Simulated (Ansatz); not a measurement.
**ClGaH2: reaction (reductive elimination), part 1 of 2**

Aim: the minimum-energy path and barrier of the reaction (reductive elimination). The ends are relaxed first, then joined by a nudged elastic band. Meant to form: Cl2–H3; to break: Ga1–Cl2, Ga1–H3. The start is a guess near the saddle point, from which both ends are pulled out.

Program: Ansatz 0.2.0. Level of theory: RKS PBE/def2-SVP. These are calculated values, not measurements.

### Step 1. The starting structure

Bond lengths: Ga1–Cl2 2.440 Å, Ga1–H3 1.770 Å, Ga1–H4 1.570 Å. Angles: Cl2–Ga1–H3 49.7°, Cl2–Ga1–H4 159.4°, H3–Ga1–H4 150.9°.

Structure file:

```xyz
4

Ga    0.0000    0.0000    0.0000
Cl    1.5475    0.0000    1.8865
H     1.7697    0.0000    0.0287
H    -1.3596    0.0000   -0.7850
```

### Step 2. Pulling towards end A

Springs on the bonds that form and break draw the guess towards this end; the thresholds are loose.

input.yaml reads:

```yaml
crystal:
  periodic: [false, false, false]
  atoms:
    - { symbol: Ga, position_ang: [0.0, 0.0, 0.0] }
    - { symbol: Cl, position_ang: [1.5475, 0.0, 1.8865] }
    - { symbol: H, position_ang: [1.7697, 0.0, 0.0287] }
    - { symbol: H, position_ang: [-1.3596, 0.0, -0.785] }
basis:
  gaussian: { orbitals: def2-SVP }
hamiltonian:
  xc: pbe
relax:
  f_tol: 0.15
  max_steps: 25
  restrain:
    - { distance: [1, 2], at: 2.57, k: 30.0 }
    - { distance: [0, 1], at: 2.24, k: 30.0 }
    - { distance: [0, 2], at: 1.57, k: 30.0 }
```

Started as:

```bash
$ ansatz run input.yaml --threads 1 --pin off --max-ram 2048MiB --backend cpu --events-out ev --progress --plain --runs-dir out
```

The log of the run (excerpt; [...] marks lines left out):

```text
Warning: RAYON_NUM_THREADS=1 ignored (pool sized by the plan → 1); use --threads N
[...]
Functional definition: PBE
[...]
666 factors; their error is unknown
[...]
mean field -64907.61412013 eV, -2385.3108229537 hartree, gradient 9.8e-6 eV, S^2 0.000000; 0 other end points of the search recorded, 0 dependent functions left out
[...]
reference -64907.61415201 eV, -2385.3108241254 hartree; 25, 25 occupied and 35, 35 virtual orbitals, 666 factors
relax step   1: F+E_penalty+E_count = -64907.61412013 eV  Δ(F+E_penalty+E_count) = +0.000e0 eV  max|allowed force component| = 3.450e0 eV/Å  E_restraint = 8.52780306 eV  max|allowed force component, restraints' pulls added| = 2.268e1 eV/Å  Δτ_max = 0.0000 Å  (27 SCF iters, accepted)
[...]
relax step   5: F+E_penalty+E_count = -64909.91224628 eV  Δ(F+E_penalty+E_count) = -7.879e-2 eV  max|allowed force component| = 1.107e0 eV/Å  E_restraint = 0.05051376 eV  max|allowed force component, restraints' pulls added| = 1.665e-1 eV/Å  Δτ_max = 0.0981 Å  (24 SCF iters, accepted)
[...]
relax step   6: F+E_penalty+E_count = -64909.91059307 eV  Δ(F+E_penalty+E_count) = +1.653e-3 eV  max|allowed force component| = 1.119e0 eV/Å  E_restraint = 0.04745132 eV  max|allowed force component, restraints' pulls added| = 1.363e-2 eV/Å  Δτ_max = 0.0094 Å  (25 SCF iters, accepted)
  distance Cl 1 - H 2 = 2.6138 Å
  distance Ga 0 - Cl 1 = 2.2087 Å
  distance Ga 0 - H 2 = 1.5536 Å
666 factors; their error is unknown
[...]
mean field -64909.91059307 eV, -2385.3952167779 hartree, gradient 4.8e-5 eV, S^2 0.000000; 1 other end points of the search recorded, 0 dependent functions left out
[...]
reference -64909.91062615 eV, -2385.3952179935 hartree; 25, 25 occupied and 35, 35 virtual orbitals, 666 factors
Total energy: -64909.91062615 eV, -2385.3952179935 hartree
Atom 0 at     0.304505    -0.000000    -0.031274 Å, force     0.785817     0.000000     0.745286 eV/Å
Atom 1 at     1.059579     0.000000     2.044385 Å, force    -0.691993    -0.000000     0.370342 eV/Å
Atom 2 at     1.796805     0.000000    -0.463261 Å, force    -0.089551    -0.000000    -1.119222 eV/Å
Atom 3 at    -1.203289     0.000000    -0.419650 Å, force    -0.004273    -0.000000     0.003594 eV/Å
Dipole moment:    -0.247002    -0.000000    -0.468490 e Å
```

Run time: 8.8 s. Hardware: 1 thread of Arm Neoverse V1, shared host; peak memory 0.11 GiB.

Relaxation path:

```tsv
step	energy from step 1 (eV)	largest force component (eV/Å)
1	0.0000	3.4500
2	-0.9373	2.1057
3	-1.6758	1.3890
4	-2.2193	1.0264
5	-2.2981	1.1069
6	-2.2965	1.1192
```

Step 1 is the start. Energies and forces in the table leave out the springs, which the log lists apart; the run stops on the force with the springs' pull added.

After: Bond lengths: Ga1–Cl2 2.209 Å, Ga1–H3 1.554 Å, Ga1–H4 1.557 Å. Angles: Cl2–Ga1–H3 86.2°, Cl2–Ga1–H4 124.4°, H3–Ga1–H4 149.4°.

### Step 3. End point A

It starts where the restrained run ended.

input.yaml reads:

```yaml
crystal:
  periodic: [false, false, false]
  atoms:
    - { symbol: Ga, position_ang: [0.304505, 0.0, -0.031274] }
    - { symbol: Cl, position_ang: [1.059579, 0.0, 2.044385] }
    - { symbol: H, position_ang: [1.796805, 0.0, -0.463261] }
    - { symbol: H, position_ang: [-1.203289, 0.0, -0.41965] }
basis:
  gaussian: { orbitals: def2-SVP }
hamiltonian:
  xc: pbe
relax:
  f_tol: 0.03
  max_steps: 50
```

Started as:

```bash
$ ansatz run input.yaml --threads 1 --pin off --max-ram 2048MiB --backend cpu --events-out ev --progress --plain --runs-dir out
```

The log of the run (excerpt; [...] marks lines left out):

```text
Warning: RAYON_NUM_THREADS=1 ignored (pool sized by the plan → 1); use --threads N
[...]
[... 1 set-up line as earlier in the session ...]
[...]
666 factors; their error is unknown
[...]
mean field -64909.91060098 eV, -2385.3952170685 hartree, gradient 1.7e-5 eV, S^2 0.000000; 0 other end points of the search recorded, 0 dependent functions left out
[...]
reference -64909.91063383 eV, -2385.3952182757 hartree; 25, 25 occupied and 35, 35 virtual orbitals, 666 factors
relax step   1: F+E_penalty+E_count = -64909.91060098 eV  Δ(F+E_penalty+E_count) = +0.000e0 eV  max|allowed force component| = 1.119e0 eV/Å  Δτ_max = 0.0000 Å  (26 SCF iters, accepted)
[...]
relax step   4: F+E_penalty+E_count = -64910.31197020 eV  Δ(F+E_penalty+E_count) = -3.071e-3 eV  max|allowed force component| = 2.857e-1 eV/Å  Δτ_max = 0.0392 Å  (24 SCF iters, accepted)
[...]
relax step   5: F+E_penalty+E_count = -64910.31537482 eV  Δ(F+E_penalty+E_count) = -3.405e-3 eV  max|allowed force component| = 1.393e-2 eV/Å  Δτ_max = 0.0209 Å  (24 SCF iters, accepted)
666 factors; their error is unknown
mean field -64910.31537482 eV, -2385.4100922326 hartree, gradient 3.0e-5 eV, S^2 0.000000; 1 other end points of the search recorded, 0 dependent functions left out
[...]
reference -64910.31540818 eV, -2385.4100934585 hartree; 25, 25 occupied and 35, 35 virtual orbitals, 666 factors
Total energy: -64910.31540818 eV, -2385.4100934585 hartree
Atom 0 at     0.453678    -0.000000     0.073952 Å, force     0.000381     0.000000     0.007767 eV/Å
Atom 1 at     0.821576     0.000000     2.214648 Å, force     0.000238     0.000000    -0.003578 eV/Å
Atom 2 at     1.742747     0.000000    -0.820640 Å, force     0.013312     0.000000    -0.003813 eV/Å
Atom 3 at    -1.060401     0.000000    -0.337759 Å, force    -0.013931    -0.000000    -0.000375 eV/Å
Dipole moment:    -0.060097     0.000000    -0.350522 e Å
```

Wall time 7.6 s (1 thread of Arm Neoverse V1, shared host); peak memory 0.11 GiB.

Step by step:

```tsv
step	energy from step 1 (eV)	largest force component (eV/Å)
1	0.0000	1.1192
2	-0.3043	0.6472
3	-0.3983	0.3442
4	-0.4014	0.2857
5	-0.4048	0.0139
```

Step 1 is the start.

After: Bond lengths: Ga1–Cl2 2.172 Å, Ga1–H3 1.569 Å, Ga1–H4 1.569 Å. Angles: Cl2–Ga1–H3 115.0°, Cl2–Ga1–H4 115.0°, H3–Ga1–H4 130.0°.

### Step 4. Pulling towards end B

Springs on the bonds that form and break draw the guess towards this end; the thresholds are loose.

input.yaml reads:

```yaml
crystal:
  periodic: [false, false, false]
  atoms:
    - { symbol: Ga, position_ang: [0.0, 0.0, 0.0] }
    - { symbol: Cl, position_ang: [1.5475, 0.0, 1.8865] }
    - { symbol: H, position_ang: [1.7697, 0.0, 0.0287] }
    - { symbol: H, position_ang: [-1.3596, 0.0, -0.785] }
basis:
  gaussian: { orbitals: def2-SVP }
hamiltonian:
  xc: pbe
relax:
  f_tol: 0.15
  max_steps: 25
  restrain:
    - { distance: [1, 2], at: 1.37, k: 30.0 }
    - { distance: [0, 1], at: 3.44, k: 30.0 }
    - { distance: [0, 2], at: 2.77, k: 30.0 }
```

Started as:

```bash
$ ansatz run input.yaml --threads 1 --pin off --max-ram 2048MiB --backend cpu --events-out ev --progress --plain --runs-dir out
```

The log of the run (excerpt; [...] marks lines left out):

```text
Warning: RAYON_NUM_THREADS=1 ignored (pool sized by the plan → 1); use --threads N
[...]
[... 1 set-up line as earlier in the session ...]
[...]
666 factors; their error is unknown
[...]
mean field -64907.61412013 eV, -2385.3108229537 hartree, gradient 9.8e-6 eV, S^2 0.000000; 0 other end points of the search recorded, 0 dependent functions left out
[...]
reference -64907.61415201 eV, -2385.3108241254 hartree; 25, 25 occupied and 35, 35 virtual orbitals, 666 factors
relax step   1: F+E_penalty+E_count = -64907.61412013 eV  Δ(F+E_penalty+E_count) = +0.000e0 eV  max|allowed force component| = 3.450e0 eV/Å  E_restraint = 33.76741051 eV  max|allowed force component, restraints' pulls added| = 4.557e1 eV/Å  Δτ_max = 0.0000 Å  (27 SCF iters, accepted)
[...]
  distance Cl 1 - H 2 = 1.3420 Å
  distance Ga 0 - Cl 1 = 3.4393 Å
  distance Ga 0 - H 2 = 2.7668 Å
666 factors; their error is unknown
[...]
mean field -64908.42529789 eV, -2385.3406331864 hartree, gradient 4.7e-6 eV, S^2 0.000000; 1 other end points of the search recorded, 0 dependent functions left out
[...]
reference -64908.42532962 eV, -2385.3406343526 hartree; 25, 25 occupied and 35, 35 virtual orbitals, 666 factors
Total energy: -64908.42532962 eV, -2385.3406343526 hartree
Atom 0 at    -0.153698    -0.000000    -0.962449 Å, force     0.064223     0.000000     0.099143 eV/Å
Atom 1 at     1.748766    -0.000000     1.902715 Å, force     0.192698    -0.000000    -0.872267 eV/Å
Atom 2 at     2.120561     0.000000     0.613226 Å, force    -0.292956     0.000000     0.775987 eV/Å
Atom 3 at    -1.758029     0.000000    -0.423292 Å, force     0.036035    -0.000000    -0.002864 eV/Å
Dipole moment:     0.131014    -0.000000    -0.210866 e Å
```

Wall time 12 s (1 thread of Arm Neoverse V1, shared host); peak memory 0.11 GiB.

The steps of the relaxation:

```tsv
step	energy from step 1 (eV)	largest force component (eV/Å)
1	0.0000	3.4500
2	1.0877	6.5543
3	1.8892	8.9357
4	1.0989	7.8750
5	-0.2194	3.0438
6	-0.7082	0.6863
7	-0.7560	0.9778
8	-0.7953	0.8244
9	-0.8112	0.8723
```

Step 1 is the start. Energies and forces in the table leave out the springs, which the log lists apart; the run stops on the force with the springs' pull added.

After: Bond lengths: Cl2–H3 1.342 Å, Ga1–H4 1.693 Å.

Pairs that crossed the distance rule for bonds on the way: came closer Cl2–H3; moved apart Ga1–Cl2, Ga1–H3.

### Step 5. Relaxing end B

It starts where the restrained run ended.

input.yaml reads:

```yaml
crystal:
  periodic: [false, false, false]
  atoms:
    - { symbol: Ga, position_ang: [-0.153698, 0.0, -0.962449] }
    - { symbol: Cl, position_ang: [1.748766, 0.0, 1.902715] }
    - { symbol: H, position_ang: [2.120561, 0.0, 0.613226] }
    - { symbol: H, position_ang: [-1.758029, 0.0, -0.423292] }
basis:
  gaussian: { orbitals: def2-SVP }
hamiltonian:
  xc: pbe
relax:
  f_tol: 0.03
  max_steps: 50
```

Started as:

```bash
$ ansatz run input.yaml --threads 1 --pin off --max-ram 2048MiB --backend cpu --events-out ev --progress --plain --runs-dir out
```

The log of the run (excerpt; [...] marks lines left out):

```text
Warning: RAYON_NUM_THREADS=1 ignored (pool sized by the plan → 1); use --threads N
[...]
[... 1 set-up line as earlier in the session ...]
[...]
666 factors; their error is unknown
[...]
mean field -64908.42529808 eV, -2385.3406331938 hartree, gradient 2.1e-5 eV, S^2 0.000000; 0 other end points of the search recorded, 0 dependent functions left out
[...]
reference -64908.42532980 eV, -2385.3406343593 hartree; 25, 25 occupied and 35, 35 virtual orbitals, 666 factors
relax step   1: F+E_penalty+E_count = -64908.42529808 eV  Δ(F+E_penalty+E_count) = +0.000e0 eV  max|allowed force component| = 8.723e-1 eV/Å  Δτ_max = 0.0000 Å  (25 SCF iters, accepted)
[...]
relax step   4: F+E_penalty+E_count = -64908.47290480 eV  Δ(F+E_penalty+E_count) = -1.816e-3 eV  max|allowed force component| = 6.802e-2 eV/Å  Δτ_max = 0.0362 Å  (23 SCF iters, accepted)
[...]
relax step   5: F+E_penalty+E_count = -64908.47316619 eV  Δ(F+E_penalty+E_count) = -2.614e-4 eV  max|allowed force component| = 1.909e-2 eV/Å  Δτ_max = 0.0083 Å  (24 SCF iters, accepted)
666 factors; their error is unknown
mean field -64908.47316619 eV, -2385.3423923143 hartree, gradient 3.7e-5 eV, S^2 0.000000; 1 other end points of the search recorded, 0 dependent functions left out
[...]
reference -64908.47319723 eV, -2385.3423934549 hartree; 25, 25 occupied and 35, 35 virtual orbitals, 666 factors
Total energy: -64908.47319723 eV, -2385.3423934549 hartree
Atom 0 at     0.033146    -0.000000    -0.845121 Å, force    -0.003195    -0.000000    -0.012262 eV/Å
Atom 1 at     1.655930    -0.000000     1.815974 Å, force     0.001141    -0.000000    -0.013456 eV/Å
Atom 2 at     1.830304     0.000000     0.488087 Å, force    -0.002691     0.000000     0.019089 eV/Å
Atom 3 at    -1.561780     0.000000    -0.328740 Å, force     0.004745     0.000000     0.006628 eV/Å
Dipole moment:     0.042681     0.000000    -0.238862 e Å
```

It took 6.9 s on 1 thread of Arm Neoverse V1, shared host; peak memory 0.11 GiB.

Relaxation path:

```tsv
step	energy from step 1 (eV)	largest force component (eV/Å)
1	0.0000	0.8723
2	-0.0367	0.1067
3	-0.0458	0.1569
4	-0.0476	0.0680
5	-0.0479	0.0191
```

Step 1 is the start.

After: Bond lengths: Cl2–H3 1.339 Å, Ga1–H4 1.676 Å.

### Step 6. The band

crystal.atoms is end A as relaxed above, and neb.final_atoms is end B, turned to lie on A. With 5 inner images the band has 7 in all. The start path is listed, through a guess of the saddle.

input.yaml reads:

```yaml
crystal:
  periodic: [false, false, false]
  atoms:
    - { symbol: Ga, position_ang: [0.453678, 0.0, 0.073952] }
    - { symbol: Cl, position_ang: [0.821576, 0.0, 2.214648] }
    - { symbol: H, position_ang: [1.742747, 0.0, -0.82064] }
    - { symbol: H, position_ang: [-1.060401, 0.0, -0.337759] }
basis:
  gaussian: { orbitals: def2-SVP }
hamiltonian:
  xc: pbe
neb:
  order_check: false
  images: 5
  f_tol: 0.05
  max_iterations: 60
  final_atoms:
    - { symbol: Ga, position_ang: [0.08428299, 0.0, -0.86448497] }
    - { symbol: Cl, position_ang: [1.58584144, 0.0, 1.86684744] }
    - { symbol: H, position_ang: [1.81971278, 0.0, 0.54813808] }
    - { symbol: H, position_ang: [-1.53223722, 0.0, -0.42029954] }
  initial_path:
    images:
      - { positions_ang: [[0.453678, 0.0, 0.073952], [0.821576, 0.0, 2.214648], [1.742747, 0.0, -0.82064], [-1.060401, 0.0, -0.337759]] }
      - { positions_ang: [[0.30247058, 0.0, 0.04926924], [1.06344521, 0.0, 2.10533497], [1.75174801, 0.0, -0.53744241], [-1.16006381, 0.0, -0.4869608]] }
      - { positions_ang: [[0.15126316, 0.0, 0.02458649], [1.30531443, 0.0, 1.99602194], [1.76074903, 0.0, -0.25424483], [-1.25972661, 0.0, -0.6361626]] }
      - { positions_ang: [[5.574e-05, 0.0, -9.627e-05], [1.54718364, 0.0, 1.8867089], [1.76975004, 0.0, 0.02895276], [-1.35938942, 0.0, -0.7853644]] }
      - { positions_ang: [[0.02813149, 0.0, -0.28822584], [1.56006957, 0.0, 1.88008841], [1.78640429, 0.0, 0.20201453], [-1.41700535, 0.0, -0.66367611]] }
      - { positions_ang: [[0.05620724, 0.0, -0.57635541], [1.57295551, 0.0, 1.87346793], [1.80305854, 0.0, 0.37507631], [-1.47462128, 0.0, -0.54198783]] }
      - { positions_ang: [[0.08428299, 0.0, -0.86448497], [1.58584144, 0.0, 1.86684744], [1.81971278, 0.0, 0.54813808], [-1.53223722, 0.0, -0.42029954]] }
```

Started as:

```bash
$ ansatz run input.yaml --threads 1 --pin off --max-ram 2048MiB --backend cpu --events-out ev --progress --plain --runs-dir out
```

The log of the run (excerpt; [...] marks lines left out):

```text
Warning: RAYON_NUM_THREADS=1 ignored (pool sized by the plan → 1); use --threads N
[...]
[... 1 set-up line as earlier in the session ...]
[...]
666 factors; their error is unknown
[...]
mean field -64910.31537202 eV, -2385.4100921298 hartree, gradient 3.0e-5 eV, S^2 0.000000; 0 other end points of the search recorded, 0 dependent functions left out
[...]
reference -64910.31540527 eV, -2385.4100933515 hartree; 25, 25 occupied and 35, 35 virtual orbitals, 666 factors
666 factors; their error is unknown
mean field -64908.47316262 eV, -2385.3423921828 hartree, gradient 6.0e-5 eV, S^2 0.000000; 0 other end points of the search recorded, 0 dependent functions left out
[...]
reference -64908.47319383 eV, -2385.3423933298 hartree; 25, 25 occupied and 35, 35 virtual orbitals, 666 factors
NEB end point (image 0): max|allowed force component| = 1.398e-2 eV/Å (the criterion of neb.relax_end_points is 1.000e-2)
[...]
NEB iter   1: max|band force component| = 3.443e0 eV/Å  barrier→ = 2.7013 eV  barrier← = 0.8590 eV  Δτ_max = 0.1892 Å  (181 SCF iters)
[...]
NEB iter   2: max|band force component| = 1.363e0 eV/Å  barrier→ = 2.0909 eV  barrier← = 0.2487 eV  Δτ_max = 0.2000 Å  (141 SCF iters)
[...]
NEB iter   3: max|band force component| = 7.879e-1 eV/Å  barrier→ = 2.0355 eV  barrier← = 0.1933 eV  Δτ_max = 0.1008 Å  (129 SCF iters)
[...]
666 factors; their error is unknown
mean field -64910.14511401 eV, -2385.4038352633 hartree, gradient 3.4e-5 eV, S^2 0.000000; 0 other end points of the search recorded, 0 dependent functions left out
[...]
reference -64910.14514702 eV, -2385.4038364763 hartree; 25, 25 occupied and 35, 35 virtual orbitals, 666 factors
[...]
666 factors; their error is unknown
[...]
mean field -64909.59335410 eV, -2385.3835584604 hartree, gradient 4.5e-6 eV, S^2 0.000000; 0 other end points of the search recorded, 0 dependent functions left out
[...]
reference -64909.59338673 eV, -2385.3835596597 hartree; 25, 25 occupied and 35, 35 virtual orbitals, 666 factors
[...]
666 factors; their error is unknown
```

### Step 7. More of the same log: band between the two ends

The log, continued (excerpt; [...] marks lines left out):

```text
mean field -64908.76620572 eV, -2385.3531613182 hartree, gradient 5.7e-6 eV, S^2 0.000000; 0 other end points of the search recorded, 0 dependent functions left out
[...]
reference -64908.76623805 eV, -2385.3531625063 hartree; 25, 25 occupied and 35, 35 virtual orbitals, 666 factors
[...]
666 factors; their error is unknown
mean field -64908.29123448 eV, -2385.3357064472 hartree, gradient 6.1e-5 eV, S^2 0.000000; 0 other end points of the search recorded, 0 dependent functions left out
[...]
reference -64908.29126582 eV, -2385.3357075987 hartree; 25, 25 occupied and 35, 35 virtual orbitals, 666 factors
[...]
666 factors; their error is unknown
mean field -64908.38306051 eV, -2385.3390809914 hartree, gradient 7.7e-5 eV, S^2 0.000000; 0 other end points of the search recorded, 0 dependent functions left out
[...]
reference -64908.38309124 eV, -2385.3390821207 hartree; 25, 25 occupied and 35, 35 virtual orbitals, 666 factors
NEB iter   4: max|band force component| = 7.466e-1 eV/Å  barrier→ = 2.0241 eV  barrier← = 0.1819 eV  Δτ_max = 0.0786 Å  (128 SCF iters)
[...]
NEB iter   6: max|band force component| = 1.120e-1 eV/Å  barrier→ = 2.0392 eV  barrier← = 0.1970 eV  CI = image 4  Δτ_max = 0.0088 Å  (124 SCF iters)
[...]
NEB iter   7: max|band force component| = 1.020e-2 eV/Å  barrier→ = 2.0391 eV  barrier← = 0.1969 eV  CI = image 4  Δτ_max = 0.0000 Å  (249 SCF iters)
Total energy: -64908.27626566 eV, -2385.3351563533 hartree
Atom 0 at     0.250385     0.000000    -0.562988 Å, force     0.011151    -0.000000     0.000784 eV/Å
Atom 1 at     1.304815     0.000000     1.811784 Å, force     0.002323     0.000000     0.002910 eV/Å
Atom 2 at     1.744874    -0.000000     0.205136 Å, force    -0.008341     0.000000    -0.003586 eV/Å
Atom 3 at    -1.342474    -0.000000    -0.323732 Å, force    -0.005132     0.000000    -0.000108 eV/Å
Dipole moment:    -0.132848     0.000000    -0.420565 e Å
this run last wrote the band of iteration 7 to <dir>
```

Run time: 47 s. Hardware: 1 thread of Arm Neoverse V1, shared host; peak memory 0.1 GiB.

### Step 8. Images and barrier

Images 0 and 6 are the ends. Energies count from image 0; the path length is the program's own measure over all atoms.

```tsv
image	path (Å)	energy (eV)	Cl2–H3 (Å)	Ga1–Cl2 (Å)	Ga1–H3 (Å)	band force (eV/Å)
0	0.000	0.0000	3.17	2.17	1.57	-
1	0.362	0.1901	2.79	2.18	1.55	0.001
2	0.724	0.8094	2.39	2.24	1.54	0.002
3	1.086	1.6649	2.02	2.40	1.56	0.002
4*	1.448	2.0391	1.67	2.60	1.68	0.010
5	1.779	1.8885	1.40	2.83	1.96	0.004
6	2.110	1.8422	1.34	3.12	2.24	-
```

The star marks the climbing image.

image, energy (eV) and a bar:
```
        0      0.000 
        1      0.190 ###
        2      0.809 ############
        3      1.665 ########################
        4      2.039 ##############################
        5      1.889 ############################
        6      1.842 ###########################
```

How the highest energy settled:

```tsv
iteration	highest image above image 0 (eV)	largest band force (eV/Å)
1	2.7013	3.443
2	2.0909	1.363
3	2.0355	0.788
4	2.0241	0.747
5	2.0382	0.175
6	2.0392	0.112
7	2.0391	0.010
```

Positions of all images (Å):

```xyz
4
image=0 dE=0.0000
Ga    0.454    0.000    0.074
Cl    0.822    0.000    2.215
H     1.743    0.000   -0.821
H    -1.060    0.000   -0.338
4
image=1 dE=0.1901
Ga    0.362    0.000   -0.012
Cl    0.960    0.000    2.083
H     1.810    0.000   -0.574
H    -1.175    0.000   -0.366
4
image=2 dE=0.8094
Ga    0.307    0.000   -0.155
Cl    1.070    0.000    1.956
H     1.836    0.000   -0.305
H    -1.255    0.000   -0.367
4
image=3 dE=1.6649
Ga    0.277    0.000   -0.352
Cl    1.183    0.000    1.875
H     1.803    0.000   -0.044
H    -1.306    0.000   -0.348
4
image=4 dE=2.0391
Ga    0.250    0.000   -0.563
Cl    1.305    0.000    1.812
H     1.745    0.000    0.205
H    -1.342    0.000   -0.324
4
image=5 dE=1.8885
Ga    0.190    0.000   -0.769
Cl    1.414    0.000    1.782
H     1.749    0.000    0.423
H    -1.396    0.000   -0.305
4
image=6 dE=1.8422
Ga    0.084    0.000   -0.864
Cl    1.586    0.000    1.867
H     1.820    0.000    0.548
H    -1.532    0.000   -0.420
```

(Continued in part 2 of 2.)
